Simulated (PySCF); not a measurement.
# H6HoO3 ([Ho(H2O)3]3+): the cost of one run

Programs: PySCF 2.14.0, with routines of our own; each step states its level. All values are computed. Atoms count from 0.

## Step 1: The system as given

10 atoms, charge 3, states of the metal's open shell are computed; geometry from: model geometry, bond lengths from ionic radii.

## Step 2: Ligand-field states: state-averaged CASSCF

What the job is given:

```
{"job": {"kind": "lf", "basis": {"metal": "x2c-TZVPall", "ligand": "x2c-SVPall"}, "nevpt": false}, "charge": 3, "metal": "Ho", "open_shell": "f10"}
Ho     0.000000     0.000000     0.000000
O      2.121000     0.000000     0.000000
H      2.696000     0.775000     0.000000
H      2.696000    -0.775000     0.000000
O     -1.060500     1.836840     0.000000
H     -2.019170     1.947304     0.000000
H     -0.676830     2.722304     0.000000
O     -1.060500    -1.836840     0.000000
H     -0.676830    -2.722304     0.000000
H     -2.019170    -1.947304     0.000000
```

Level: state-averaged CASSCF of the metal f shell, state-interaction spin-orbit coupling.

On the command line:

```sh
OMP_NUM_THREADS=1 python lf_run.py task.json out
```

This one command runs all jobs of the session in turn.

Q: Estimate the wall time and peak memory of this job on 1 thread of Arm Neoverse V2, shared host.

About 25 s, with a peak of 0.48 GiB.
